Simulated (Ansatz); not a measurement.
# C6H10O6Sn: one species, many methods

Aim: compute C6H10O6Sn with functionals from several rungs and with coupled cluster, and see how far each lands from CCSD(T) at the basis-set limit for the atomisation energy.

The runs use Ansatz 0.2.0, Gaussian basis; functionals in def2-TZVPP, the program's frozen cores in correlated methods.

The runs, in order: LDA (SPW92), PBE-D4, revPBE-D4, BLYP-D4, r2SCAN-D4, B97M-V, PBE0-D4, B3LYP-D4, r2SCANh-D4, r2SCAN0-D4, HSE06-D4, BHLYP-D4, CAM-B3LYP-D4, LC-ωPBE, ωB97X-V, ωB97M-V, B2PLYP, PBE-QIDH; CCSD(T)/def2-SVP; CCSD(T)/def2-TZVPP; MP2/def2-QZVPP; extrapolation to the limit; RPA on PBE.

### Step 1. The relaxed structure

The geometry comes from an earlier relaxation with PBE0-D4 in a triple-zeta def2 set; it is a stationary point, not always the lowest conformer. Sn takes the def2 core potential; no spin-orbit term is included.

23 atoms, charge 0, spin multiplicity 1.

Atoms are counted from 1 here; the program's logs count them from 0.

Bond lengths: C1–C2 1.488 Å, C1–H14 1.087 Å, C1–H15 1.090 Å, C1–H16 1.093 Å, C2–O3 1.278 Å, C2–O4 1.252 Å, O3–Sn5 2.125 Å, O4–Sn5 2.231 Å, Sn5–O6 2.145 Å, Sn5–C7 2.584 Å, Sn5–O9 2.297 Å, Sn5–O10 2.145 Å, Sn5–C11 2.583 Å, Sn5–O13 2.294 Å, Sn5–H17 1.694 Å, O6–C7 1.274 Å, C7–C8 1.491 Å and more. Angles: C2–C1–H14 110.6°, C2–C1–H15 110.0°, C2–C1–H16 108.2°, H14–C1–H15 111.0°, H14–C1–H16 109.3°, H15–C1–H16 107.7°, C1–C2–O3 119.6°, C1–C2–O4 122.2°, O3–C2–O4 118.2°, C2–O3–Sn5 93.1°, C2–O4–Sn5 88.9° and more.

### Step 2. LDA

This LDA is Slater exchange with PW92 correlation.

in.yaml

```yaml
crystal:
  periodic: [false, false, false]
  atoms:
    - {symbol: C, position_ang: [-0.111344, -2.897067, -1.745586]}
    - {symbol: C, position_ang: [-0.134179, -1.481114, -1.289744]}
    - {symbol: O, position_ang: [0.130873, -1.205995, -0.070494]}
    - {symbol: O, position_ang: [-0.425503, -0.538109, -2.059332]}
    - {symbol: Sn, position_ang: [-0.180679, 0.876695, -0.351409]}
    - {symbol: O, position_ang: [-1.195346, 1.003612, 1.534677]}
    - {symbol: C, position_ang: [-2.316067, 0.604937, 1.077415]}
    - {symbol: C, position_ang: [-3.480716, 0.487116, 2.000453]}
    - {symbol: O, position_ang: [-2.397275, 0.315443, -0.137645]}
    - {symbol: O, position_ang: [1.515889, 1.323945, 0.883184]}
    - {symbol: C, position_ang: [2.368442, 1.161905, -0.050136]}
    - {symbol: C, position_ang: [3.817398, 1.353543, 0.242970]}
    - {symbol: O, position_ang: [1.956197, 0.835671, -1.186104]}
    - {symbol: H, position_ang: [-0.115733, -2.949321, -2.831309]}
    - {symbol: H, position_ang: [0.759108, -3.406645, -1.333616]}
    - {symbol: H, position_ang: [-1.002728, -3.395146, -1.356584]}
    - {symbol: H, position_ang: [-0.535041, 2.362620, -1.083348]}
    - {symbol: H, position_ang: [-3.279588, -0.316618, 2.712180]}
    - {symbol: H, position_ang: [-3.588695, 1.408465, 2.573585]}
    - {symbol: H, position_ang: [-4.390821, 0.269001, 1.447630]}
    - {symbol: H, position_ang: [4.142854, 0.558052, 0.916910]}
    - {symbol: H, position_ang: [4.403639, 1.321847, -0.671767]}
    - {symbol: H, position_ang: [3.964316, 2.300265, 0.763467]}
basis:
  gaussian: {orbitals: def2-TZVPP}
hamiltonian: {xc: lda}
output: {orbitals: {seedname: orbitals}}
```

Command:

```console
> ansatz run in.yaml --threads 11 --pin off --events-out ev --progress --plain --max-ram 110592MiB --backend cuda --devices 0, --max-vram 75GiB
```

Further steps of the session: PBE-D4 (GGA); revPBE-D4 (GGA); BLYP-D4 (GGA); r2SCAN-D4 (meta-GGA); B97M-V (meta-GGA); B3LYP-D4 (hybrid); r2SCANh-D4 (hybrid); r2SCAN0-D4 (hybrid); HSE06-D4 (hybrid); BHLYP-D4 (hybrid); CAM-B3LYP-D4 (range-separated); LC-ωPBE (range-separated); ωB97X-V (range-separated); ωB97M-V (range-separated); B2PLYP (double hybrid); PBE-QIDH (double hybrid); CCSD(T) in def2-SVP; CCSD(T) in def2-TZVPP; MP2 in def2-QZVPP; RPA on PBE orbitals.

**Question.** What will the summary of the whole plan be? Wanted: atomisation energy, CCSD(T)/CBS; farthest beyond LDA; mean size of error, GGA; mean size of error, meta-GGA; mean size of error, hybrid; mean size of error, range-separated; mean size of error, double hybrid; gap, smallest and largest; T1 diagnostic.

The runs gave:

| quantity | value |
| --- | --- |
| atomisation energy, CCSD(T)/CBS | 2379.3 kcal/mol |
| functionals within 11.9 kcal/mol (0.5 %) | revPBE-D4, BLYP-D4, B97M-V, PBE0-D4, HSE06-D4, CAM-B3LYP-D4, LC-ωPBE, ωB97X-V, ωB97M-V |
| farthest beyond LDA | BHLYP-D4 (-119.4 kcal/mol) |
| mean size of error, GGA | 28.8 kcal/mol |
| mean size of error, meta-GGA | 10.8 kcal/mol |
| mean size of error, hybrid | 34.9 kcal/mol |
| mean size of error, range-separated | 2.2 kcal/mol |
| mean size of error, double hybrid | 27.7 kcal/mol |
| gap, smallest and largest | 5.16 eV (LDA (SPW92)), 12.73 eV (LC-ωPBE) |
| T1 diagnostic | 0.0173 |
| triples share of the correlation energy | 4.2 % |

LDA overbinds by 415.9 kcal/mol (17 %). PBE-D4 is off by +79.6 kcal/mol. Double hybrids carry the basis error of their MP2 part in triple zeta, and no dispersion term here, so their miss is partly the set-up's. The rungs range-separated, meta-GGA miss on average by less than the doubt on the reference (11.9 kcal/mol), so they tie. Misses under about 11.9 kcal/mol are within the doubt on the reference itself, which lacks core-valence correlation, spin-orbit coupling and higher excitations. All levels share the lack of spin-orbit coupling, which lowers the free heavy atoms and so the true binding. Hartree-Fock recovers 69 % of the binding; the rest is correlation. CCSD(T) in def2-SVP is off by -124.8 kcal/mol, which most functionals beat. Orbital gaps span 5.2 to 12.7 eV; exact exchange widens them. Correlated methods include outer-core shells of Sn, which these sets cover unevenly.
